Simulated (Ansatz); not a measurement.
# HfO2 (fluorite type): optics inputs, tried as typed

Which of these optics inputs for HfO2 (fluorite type) end well? Each is run as it stands.

Method: plane waves, PAW; the settings change from run to run, as each input shows, in Ansatz 0.2.0.

1 further run of the same task is left out (it didn't finish). Runs told in other sessions of the task aren't counted.

## 1. The structure to begin with

The structure is cubic, space group Fm-3m (No. 225). The conventional cell has a = 5.058 Å, b = 5.058 Å, c = 5.058 Å, α = 90.00°, β = 90.00°, γ = 90.00°. Hf (site symmetry m-3m) is surrounded by 8 O at 2.19 Å. O (site symmetry -43m) has 4 Hf at 2.19 Å in its first shell of neighbours.

Structure file:

```xyz
3
Lattice="0.0000 2.5292 2.5292 2.5292 0.0000 2.5292 2.5292 2.5292 0.0000" Properties=species:S:1:pos:R:3 pbc="T T T"
Hf    0.0000    0.0000    0.0000
O     1.2646    1.2646    1.2646
O     3.7938    3.7938    3.7938
```

Cell and atoms come from an earlier r2SCAN relaxation. No run includes spin-orbit coupling, which matters for Hf.

For scale, an earlier run with the standard settings (PBE, 6×6×6, gaussian width 0.1 eV, scissors 0 eV) gave ε∞ 5.48; tallest peak of ε₂: 11.7 at 9.40 eV.

## 2. Run 1

File input.yaml:

```yaml
crystal:
  lattice:
    - [0.0, 2.5291823194, 2.5291823194]
    - [2.5291823194, 0.0, 2.5291823194]
    - [2.5291823194, 2.5291823194, 0.0]
  atoms:
    - { symbol: Hf, position: [0.0, 0.0, 0.0] }
    - { symbol: O, position: [0.25, 0.25, 0.25] }
    - { symbol: O, position: [0.75, 0.75, 0.75] }
kpoints:
  mp_grid: { grid: [8, 8, 8] }
hamiltonian:
  xc: pbesol
scf:
  occupations: { method: fixed }
output:
  optics:
    e_range: [0, 20]
    de: 0.2
    sigma: 0.03
    scissors: 0
    scheme: gaussian
    bands: { spectra_wanted_up_to: 20 }
```

Command:

```console
ansatz run input.yaml --threads 4 --pin off --max-ram 3686MiB --backend cpu --events-out ev --progress --plain --runs-dir out
```

Standard output:

```text
Warning: RAYON_NUM_THREADS=4 ignored (pool sized by the plan → 4); use --threads N
Engine: ansatz 0.2.0, aarch64-unknown-linux-gnu
Pseudopotentials: kind: paw
Pseudopotential: Hf, paw, valence charge 26, recommended cutoff 420 eV (normal), Hf.paw.azcp
Pseudopotential: O, paw, valence charge 6, recommended cutoff 420 eV (normal), O.paw.azcp
Functional definition: PBEsol
  exchange = pbesol_x
  correlation = pbesol_c
Crystal: 3 atoms, lattice volume = 32.357 Å³
Basis set: ecut = 420 eV, 609 PW (Γ)
Bands: 23, of which v1, the nominal top of the filled ones, is band 19 counted from 1 (18 counted from 0)
Symmetry: 48 space group operations
Space group: Fm-3m (ITA 225), of the structure as read, at distance tolerance 3.2e-5 Å
k-points: 29 of 512
Non-local potential: Hf, projectors of the file, l = 0: 3, l = 1: 2, l = 2: 2, l = 3: 3
Non-local potential: O, projectors of the file, l = 0: 2, l = 1: 2, l = 2: 1
PAW form: soft (Blöchl's): semilocal exchange-correlation on the pseudo side does not see the compensation charge
PAW frozen core: Hf, regenerated for the run's functional, and the local potential with it (the file was generated under x = pbe(κ = 0.804, μ = 0.2195149727645171), c = pbe(β = 0.06672455060314922))
PAW frozen core: O, regenerated for the run's functional, and the local potential with it (the file was generated under x = pbe(κ = 0.804, μ = 0.2195149727645171), c = pbe(β = 0.06672455060314922))
PAW one-centre angular grid: Hf, 590 points (default); XC on 64 Gauss nodes
PAW one-centre angular grid: O, 110 points (default); XC on 64 Gauss nodes
Initial density: superposition of atomic densities (neutral atoms: chi_scale 0, normalization atom), corrected by the library's trained network
Initial wavefunctions: pseudopotential atomic-orbital guess
Functional: x = pbesol(κ = 0.804, μ = 0.12345679012345678), c = pbesol(β = 0.046)
SCF iter   1: F=—  HF=-16725.090384 eV  |F-HF|=—  |Δ(HF+E_count)|=         —  Δρ=1.70e-2  dr2=7.37e-2  ethr=1.77e-3  ⟨swp⟩=4.0  Hψ=2190  notcnv=0  defer=56
preconditioner: auto → none  [insulator: Δε(μ)=3.472 eV  Ē_g=18.157 eV  n_scr=14 (ndim 8)  ℏωp=39.2 eV  f_vac=0.062  ε∞_Penn≈5.7]
SCF iter   2: F=—  HF=-16725.079306 eV  |F-HF|=—  |Δ(HF+E_count)|=   1.11e-2  Δρ=1.04e-2  dr2=2.86e-2  ethr=1.94e-4  ⟨swp⟩=2.0  Hψ=1389  notcnv=0  defer=58
SCF iter   3: F=—  HF=-16725.071545 eV  |F-HF|=—  |Δ(HF+E_count)|=   7.76e-3  Δρ=1.32e-3  dr2=2.34e-4  ethr=7.51e-5  ⟨swp⟩=2.0  Hψ=1124  notcnv=0  defer=58
SCF iter   4: F=—  HF=-16725.071641 eV  |F-HF|=—  |Δ(HF+E_count)|=   9.62e-5  Δρ=5.35e-4  dr2=2.80e-5  ethr=6.15e-7  ⟨swp⟩=2.6  Hψ=1227  notcnv=0  defer=57
SCF iter   5: F=—  HF=-16725.071664 eV  |F-HF|=—  |Δ(HF+E_count)|=   2.31e-5  Δρ=1.21e-4  dr2=1.45e-6  ethr=7.36e-8  ⟨swp⟩=2.7  Hψ=1247  notcnv=0
SCF iter   6: F=—  HF=-16725.071667 eV  |F-HF|=—  |Δ(HF+E_count)|=   3.10e-6  Δρ=7.54e-6  dr2=8.87e-9  ethr=3.80e-9  ⟨swp⟩=2.2  Hψ=1068  notcnv=0
SCF iter   7: F=—  HF=-16725.071667 eV  |F-HF|=—  |Δ(HF+E_count)|=   6.01e-9  Δρ=6.62e-7  dr2=7.75e-11  ethr=2.33e-11  ⟨swp⟩=2.0  Hψ=1186  notcnv=0
SCF iter   8: F=-16725.071667 eV  HF=-16725.071667 eV  |F-HF|=3.64e-12  |Δ(HF+E_count)|=  1.49e-10  Δρ=8.61e-8  dr2=1.27e-12  ethr=1.00e-12  ⟨swp⟩=4.7  Hψ=2375  notcnv=0
SCF 1 converged in 8 iterations: F = -16725.071667 eV  dr2 = 1.27e-12
NSCF: frozen V_eff on 29 k-points
Optics k sum: 0 of 29 k-points
[...]
output.optics: what the bands over the 38 summed would add to eps1, eps2 and the energy-loss function is held between a lower and an upper bound (7 Lanczos steps). eps1, eps2 and their loss function (loss_summed_bands) are given on every row as the summed bands alone make them. Along an axis, on a row where the two bounds hold the loss function to about 1 % of the greater of itself and 0.5 % of |1/eps|, its cell (loss_completed) is given, with the completed eps1 and eps2 that it is formed of (a cell that is left empty reads nan in the table and null in the record). The two bounds hold it so along every axis on all 101 rows up to 20.000 eV. The run works to bound the rows up to 20.000 eV and no higher ones: a peak of the loss function over that energy may be left empty with no warning. To have the run work for it, set output.optics.bands.spectra_wanted_up_to to a higher energy. perfect_screening_sum, loss_f_sum_n_eff and, beside carriers, perfect_screening_limit are those of loss_summed_bands: over the bounded function the two sums would run over rows that are not all bounded, and lack what the bands left out lay past the top of the energy grid. Bounded is said of the bands left out alone, which are those that the basis at basis.ecutwfc holds: it says nothing of that cutoff, of the k-point mesh, of what the sum inside its cells errs by (eps2_relative_error), of the factors of all_electron_strengths, nor of how far the SCF is converged. The bands left out are taken at the k-points, and what their mean over the points' cells stands off that by is in neither bound: the run's estimate of it, which the test of a row counts in, is 0.06 % of |eps| at the most among the values given; where the mean stood off by over 0.5 % the points' spread read 0.1 to 3 times that
SCF converged after 8 iterations
Free energy (F): -16725.071667 eV
Harris-Foulkes:  -16725.071667 eV  (|F-HF|=3.64e-12)
Internal energy: -16725.071667 eV  (E = F + TS)
E sigma→0 (E₀):  -16725.071667 eV
Fermi energy:    16.048296 eV
--- Per-component energies (eV) ---
  E_band       = 54.443220
  E_kinetic    = 771.021548
  E_local      = -5719.283183  (includes V_loc(G=0)·N_el)
  E_nonlocal   = -1140.962174
  E_hartree    = 2622.431757
  E_xc         = -443.504307
  E_vxc        = -453.233272  (∫ρ·V_xc dr)
  E_paw        = -7110.823638  (= ΣΔE_a)
  E_vpaw       = 1352.031736  (= ΣTr[D̂ρ^β])
  E_aug_tail   = 0.004984  (compensation charges beyond the density's cutoff)
  E_ewald      = -5705.278322
  E_core_change = 1.321667  (= ΣΔE_core)
  E_smearing   = -0.000000  (= −TS)
  E_closure    = 0.000000  (closes the sum)
  Σ components = -16725.071667   (vs F -16725.071667, Δ=0.00e0)
--- Band table (eV; the first three rows and the last of 29) ---
  k-point 0: bands = ["-44.8996", "-13.4536", "-13.4536", "-13.4536", "-2.7270", "0.2182", "5.2028", "5.2028", "5.2028", "5.2721", "5.2721", "5.2721", "5.4889", "10.5514", "10.5514", "10.5514", "15.4194", "15.4194", "15.4194", "19.8377", "19.8377", "21.6939", "26.5515"]
  k-point 1: bands = ["-44.8974", "-13.5266", "-13.4615", "-13.4615", "-2.5130", "0.0699", "5.2062", "5.2062", "5.2067", "5.2659", "5.2659", "5.2722", "5.4391", "10.7083", "10.7083", "10.9962", "14.9476", "15.1206", "15.1206", "20.1392", "20.1392", "22.3097", "25.8186"]
  k-point 2: bands = ["-44.8921", "-13.6955", "-13.4805", "-13.4805", "-2.0088", "-0.2305", "5.2129", "5.2129", "5.2195", "5.2541", "5.2541", "5.2726", "5.3528", "11.0904", "11.0904", "12.0093", "14.0152", "14.5853", "14.5853", "20.5856", "20.5856", "22.9622", "25.2558"]
  k-point 28: bands = ["-44.8797", "-13.7699", "-13.7699", "-13.5886", "-0.7228", "-0.7228", "5.2282", "5.2320", "5.2347", "5.2380", "5.2380", "5.2629", "5.2629", "10.6366", "10.8279", "13.4095", "13.4095", "14.5743", "15.8348", "20.7875", "21.1469", "23.1381", "23.1381"]
```

Run time: 8.5 s. Hardware: 4 threads of Arm Neoverse V1, shared host; peak memory 0.66 GiB.

From the head of optics.tsv:

```
# eps_inf(xx yy zz) = 5.604721 5.604721 5.604721
# eps_inf_bands = all
# eps_inf_summed_bands(xx yy zz) = 5.505525 5.505525 5.505525
# eps_inf_completed(xx yy zz) = 5.604721 5.604721 5.604721
# eps2_relative_error = 0.0016
# eps_inf_relative_error = 0.0038
# f_sum_n_eff(xx yy zz) = 19.014000 19.014000 19.014000 of n_electrons = 38.000000
# n_bands = 38
# n_bands_set_by = photon_energy
# valid_up_to_ev = 32.631986
# least_direct_gap_ev = 3.668297e0 at k(fractional) = 0.000000 -0.500000 -0.500000, k_point = 20, channel = 0, bands = 18 19 (counted from 0)
```

The dielectric function from optics.tsv (isotropic), one row in 3 (narrow peaks fall between the rows):

```csv
E (eV),ε₂ xx,ε₁ xx
3.80,0.00,7.17
4.40,0.12,9.41
5.00,3.96,8.72
5.60,3.31,7.04
6.20,3.96,8.04
6.80,5.43,7.62
7.40,6.84,8.21
8.00,9.67,5.55
8.60,9.37,3.52
9.20,9.63,1.82
9.80,6.87,-3.16
10.40,4.02,-2.01
11.00,3.68,-0.83
11.60,3.17,-0.33
12.20,3.30,-2.09
12.80,1.51,-1.30
13.40,1.43,-0.63
14.00,1.44,0.09
14.60,1.63,0.42
15.20,1.86,0.00
15.80,1.04,0.04
16.40,0.42,0.34
17.00,0.78,0.99
17.60,1.07,1.54
18.20,2.10,0.56
18.80,0.73,0.85
19.40,1.39,1.53
20.00,1.73,1.34
```

Tallest peaks of ε₂: 9.7 at 8.00 eV, 10.6 at 8.80 eV, 11.6 at 9.40 eV.

## 3. Run 2

File input.yaml:

```yaml
crystal:
  lattice:
    - [0.0, 2.5291823194, 2.5291823194]
    - [2.5291823194, 0.0, 2.5291823194]
    - [2.5291823194, 2.5291823194, 0.0]
  atoms:
    - { symbol: Hf, position: [0.0, 0.0, 0.0] }
    - { symbol: O, position: [0.25, 0.25, 0.25] }
    - { symbol: O, position: [0.75, 0.75, 0.75] }
kpoints:
  mp_grid: { grid: [6, 6, 6] }
hamiltonian:
  xc: r2scan
scf:
  occupations: { method: fixed }
output:
  optics:
    e_range: [0.5, 6]
    de: 0.05
    sigma: 0.25
    scissors: 0.3
    scheme: fermi_dirac
    bands: scf
    kdotp_interpolation: "off"
```

Command:

```console
ansatz run input.yaml --threads 4 --pin off --max-ram 3686MiB --backend cpu --events-out ev --progress --plain --runs-dir out
```

Standard output:

```text
Warning: RAYON_NUM_THREADS=4 ignored (pool sized by the plan → 4); use --threads N
Engine: ansatz 0.2.0, aarch64-unknown-linux-gnu
Pseudopotentials: kind: paw
Pseudopotential: Hf, paw, valence charge 26, recommended cutoff 500 eV (meta_gga), Hf.paw.azcp
Pseudopotential: O, paw, valence charge 6, recommended cutoff 500 eV (meta_gga), O.paw.azcp
Functional definition: r2SCAN
  parameter k0 = 0.174
  parameter k1 = 0.065
  parameter a1 = 4.9479
  exchange = r2scan_x(k0 = k0, k1 = k1, a1 = a1)
  correlation = r2scan_c
Crystal: 3 atoms, lattice volume = 32.357 Å³
Basis set: ecut = 500 eV, 869 PW (Γ), exchange–correlation on 108×108×108 points (64 copies of the dense FFT grid, shifted against one another)
Bands: 23, of which v1, the nominal top of the filled ones, is band 19 counted from 1 (18 counted from 0)
Symmetry: 48 space group operations
Space group: Fm-3m (ITA 225), of the structure as read, at distance tolerance 3.2e-5 Å
k-points: 16 of 216
Non-local potential: Hf, projectors of the file, l = 0: 3, l = 1: 2, l = 2: 2, l = 3: 3
Non-local potential: O, projectors of the file, l = 0: 2, l = 1: 2, l = 2: 1
PAW form: soft (Blöchl's): semilocal exchange-correlation on the pseudo side does not see the compensation charge
PAW frozen core: Hf, regenerated for the run's functional (the file was generated under x = pbe(κ = 0.804, μ = 0.2195149727645171), c = pbe(β = 0.06672455060314922))
PAW frozen core: O, regenerated for the run's functional (the file was generated under x = pbe(κ = 0.804, μ = 0.2195149727645171), c = pbe(β = 0.06672455060314922))
PAW one-centre angular grid: Hf, 974 points (default); XC on 160 Gauss nodes
PAW one-centre angular grid: O, 302 points (default); XC on 160 Gauss nodes
Initial density: superposition of atomic densities (neutral atoms: chi_scale 0, normalization atom), corrected by the library's trained network
Initial wavefunctions: pseudopotential atomic-orbital guess
Functional: x = r2scan, c = r2scan; τ floored in thin density (d = 2e-4 eV/Å³)
SCF iter   1: F=—  HF=-16876.128678 eV  |F-HF|=—  |Δ(HF+E_count)|=         —  Δρ=1.18e-2  dr2=4.09e-2  dr2_τ=2.27e-1  ethr=1.77e-3  ⟨swp⟩=4.0  Hψ=1221  notcnv=0  defer=29
preconditioner: auto → none  [insulator: Δε(μ)=4.468 eV  Ē_g=19.345 eV  n_scr=14 (ndim 8)  ℏωp=39.2 eV  f_vac=0.060  ε∞_Penn≈5.1]
SCF iter   2: F=—  HF=-16876.190272 eV  |F-HF|=—  |Δ(HF+E_count)|=   6.16e-2  Δρ=6.10e-3  dr2=3.60e-3  dr2_τ=2.47e-3  ethr=1.08e-4  ⟨swp⟩=2.0  Hψ=832  notcnv=0  defer=32
SCF iter   3: F=—  HF=-16876.190402 eV  |F-HF|=—  |Δ(HF+E_count)|=   1.30e-4  Δρ=2.49e-3  dr2=9.00e-4  dr2_τ=1.34e-4  ethr=9.47e-6  ⟨swp⟩=2.0  Hψ=639  notcnv=0  defer=32
SCF iter   4: F=—  HF=-16876.190700 eV  |F-HF|=—  |Δ(HF+E_count)|=   2.98e-4  Δρ=1.33e-3  dr2=3.60e-4  dr2_τ=6.32e-5  ethr=2.37e-6  ⟨swp⟩=2.0  Hψ=683  notcnv=0  defer=32
SCF iter   5: F=—  HF=-16876.190582 eV  |F-HF|=—  |Δ(HF+E_count)|=   1.18e-4  Δρ=2.68e-4  dr2=1.99e-5  dr2_τ=1.58e-6  ethr=9.47e-7  ⟨swp⟩=2.0  Hψ=593  notcnv=0  defer=17
SCF iter   6: F=—  HF=-16876.190578 eV  |F-HF|=—  |Δ(HF+E_count)|=   4.08e-6  Δρ=7.74e-5  dr2=1.78e-6  dr2_τ=1.68e-7  ethr=5.24e-8  ⟨swp⟩=2.0  Hψ=604  notcnv=0
SCF iter   7: F=—  HF=-16876.190581 eV  |F-HF|=—  |Δ(HF+E_count)|=   2.90e-6  Δρ=1.29e-5  dr2=3.61e-8  dr2_τ=3.27e-9  ethr=4.68e-9  ⟨swp⟩=2.0  Hψ=521  notcnv=0
SCF iter   8: F=—  HF=-16876.190581 eV  |F-HF|=—  |Δ(HF+E_count)|=   3.73e-9  Δρ=1.55e-6  dr2=3.74e-10  dr2_τ=1.46e-10  ethr=9.50e-11  ⟨swp⟩=2.0  Hψ=648  notcnv=0
SCF iter   9: F=—  HF=-16876.190581 eV  |F-HF|=—  |Δ(HF+E_count)|=  1.02e-10  Δρ=3.70e-7  dr2=3.18e-11  dr2_τ=1.01e-11  ethr=1.00e-12  ⟨swp⟩=2.0  Hψ=672  notcnv=0
SCF iter  10: F=-16876.190581 eV  HF=-16876.190581 eV  |F-HF|=3.64e-12  |Δ(HF+E_count)|=  1.46e-11  Δρ=1.57e-8  dr2=4.06e-14  dr2_τ=1.86e-14  ethr=1.00e-12  ⟨swp⟩=4.1  Hψ=1292  notcnv=0
SCF 1 converged in 10 iterations: F = -16876.190581 eV  dr2 = 4.06e-14
NSCF: frozen V_eff on 1 k-points
NSCF: frozen V_eff on 1 k-points
SCF converged after 10 iterations
Free energy (F): -16876.190581 eV
Harris-Foulkes:  -16876.190581 eV  (|F-HF|=3.64e-12)
Internal energy: -16876.190581 eV  (E = F + TS)
E sigma→0 (E₀):  -16876.190581 eV
Fermi energy:    15.835389 eV
--- Per-component energies (eV) ---
  E_band       = 30.845670
  E_kinetic    = 774.942414
  E_local      = -5718.031995  (includes V_loc(G=0)·N_el)
  E_nonlocal   = -1152.541743
  E_hartree    = 2626.692330
  E_xc         = -431.126978
  E_vxc        = -505.355001  (∫ρ·V_xc dr)
  E_paw        = -7271.106052  (= ΣΔE_a)
  E_vpaw       = 1350.911297  (= ΣTr[D̂ρ^β])
  E_aug_tail   = 0.002126  (compensation charges beyond the density's cutoff)
  E_vtau       = 27.533914  (kinetic-family band-sum trace: ∫τ·v_τ [+ j·A + Jᵃ·Aᵃ] dr)
  E_ewald      = -5705.278322
  E_core_change = 0.257640  (= ΣΔE_core)
  E_smearing   = -0.000000  (= −TS)
  E_closure    = -0.000000  (closes the sum)
  Σ components = -16876.190581   (vs F -16876.190581, Δ=0.00e0)
--- Band table (eV; the first three rows and the last of 16) ---
  k-point 0: bands = ["-46.7788", "-14.6238", "-14.6238", "-14.6238", "-3.9830", "-1.1218", "4.8528", "4.8528", "4.8528", "4.9234", "4.9234", "4.9234", "5.1118", "10.3073", "10.3073", "10.3073", "15.1873", "15.1873", "15.1873", "20.2557", "20.2557", "22.3051", "26.9490"]
  k-point 1: bands = ["-46.7750", "-14.7493", "-14.6369", "-14.6369", "-3.6243", "-1.3601", "4.8586", "4.8586", "4.8606", "4.9134", "4.9134", "4.9236", "5.0389", "10.5786", "10.5786", "11.0492", "14.4465", "14.7354", "14.7354", "20.6931", "20.6931", "23.2160", "25.8942"]
  k-point 2: bands = ["-46.7674", "-14.9850", "-14.6631", "-14.6631", "-2.9703", "-1.6903", "4.8649", "4.8649", "4.8814", "4.9018", "4.9018", "4.9242", "4.9474", "11.1280", "11.1280", "12.4206", "13.2514", "14.1143", "14.1143", "21.0466", "21.0466", "23.2419", "25.9650"]
  k-point 15: bands = ["-46.7585", "-15.0387", "-14.8501", "-14.7541", "-2.1504", "-1.9361", "4.8697", "4.8779", "4.8846", "4.8896", "4.8928", "4.9035", "4.9255", "9.8370", "11.3196", "12.6894", "13.6735", "14.3286", "15.6726", "20.7956", "21.7257", "23.2616", "23.9218"]
```

It took 1.6 s on 4 threads of Arm Neoverse V1, shared host; peak memory 0.35 GiB.

optics.tsv begins:

```
# eps_inf(xx yy zz) = 3.796358 3.796358 3.796358
# eps_inf_bands = summed_by_request
# eps_inf_summed_bands(xx yy zz) = 3.796358 3.796358 3.796358
# eps_inf_relative_error = 0.0391
# f_sum_n_eff(xx yy zz) = 9.257784 9.257784 9.257784 of n_electrons = 38.000000
# n_bands = 23
# valid_up_to_ev = 6.049215
# least_direct_gap_ev = 4.302835e0 at k(fractional) = 0.000000 -0.500000 -0.500000, k_point = 12, channel = 0, bands = 18 19 (counted from 0)
```

The dielectric function from optics.tsv (isotropic), one row in 3:

```csv
E (eV),ε₂ xx,ε₁ xx
3.75,0.00,4.57
3.90,0.01,4.67
4.05,0.01,4.78
4.20,0.02,4.90
4.35,0.04,5.05
4.50,0.07,5.22
4.65,0.12,5.42
4.80,0.21,5.66
4.95,0.35,5.91
5.10,0.56,6.17
5.25,0.85,6.40
5.40,1.22,6.58
5.55,1.64,6.67
5.70,2.06,6.65
5.85,2.43,6.54
6.00,2.74,6.39
```

## 4. How the runs ended

```tsv
run	settings	ended	result	time
1	PBEsol, 8×8×8, gaussian width 0.03 eV, scissors 0 eV	converged	ε∞ 5.60; tallest peak of ε₂: 11.6 at 9.40 eV	8.5 s
2	r2SCAN, 6×6×6, fermi-dirac width 0.25 eV, scissors 0.3 eV	converged	ε∞ 3.80; tallest peak of ε₂: no peak (range ends at 6.0 eV)	1.6 s
```

In words: 2 converged. Among the runs without a faulty setting ε∞ spans 3.80 (r2SCAN, scissors 0.3 eV) to 5.60 (PBEsol, scissors 0 eV); meshes, bands summed and other settings differ too, as the inputs show. These values shouldn't be quoted for the material: the settings weren't chosen for accuracy.
